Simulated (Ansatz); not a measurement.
What does this script print? It uses the Ansatz DFT code, driven from Python.

`run_disp.py`:
```python
import ansatz

GEOMETRY = """
C     1.64330    0.62110   -2.18480
C     1.03820    0.62610   -1.12730
Al    0.11820    0.56960    0.58200
C    -1.09550   -0.86090    0.97530
H     2.08250    0.69140   -3.15400
H     0.47560    1.68620    1.70320
H    -1.97420   -0.81180    0.25060
H    -0.63360   -1.84270    0.89040
H    -1.56610   -0.72530    2.04740
"""

molecule = ansatz.Crystal.molecule()
for line in GEOMETRY.strip().splitlines():
    symbol, *xyz = line.split()
    molecule = molecule.atom(symbol, [float(v) for v in xyz])

calc = molecule.calculation().basis(gaussian="def2-SVP")
for name in ["b3lyp", "pbe"]:
    for correction in ("d3bj", "d4"):
        summary = calc.functional(name, dispersion=correction).run().report
        print(f"{name:8s} {correction:5s} total {summary['free_energy_ev']:.5f} eV, of which dispersion {1000 * summary['dispersion']['energy']['ev']:.2f} meV")
```

Output of `python run_disp.py`:
```text
b3lyp    d3bj  total -9784.16774 eV, of which dispersion -263.61 meV
b3lyp    d4    total -9784.13244 eV, of which dispersion -228.31 meV
pbe      d3bj  total -9774.99605 eV, of which dispersion -144.83 meV
pbe      d4    total -9774.99267 eV, of which dispersion -141.45 meV
```

Notes:
- Total energies depend on the basis set; only differences at equal settings carry meaning.
- The geometry is a force-field or estimated start, not a minimum of this method, and the basis set is short of its limit. D4 holds the three-body term, and d3bj doesn't.
- b3lyp holds the VWN-RPA fit, as in Gaussian; the form of ORCA and Turbomole is b3lyp5.
- Finished in 7.7 s on 1 thread of Arm Neoverse V2, on a shared host, peak memory 0.21 GiB.
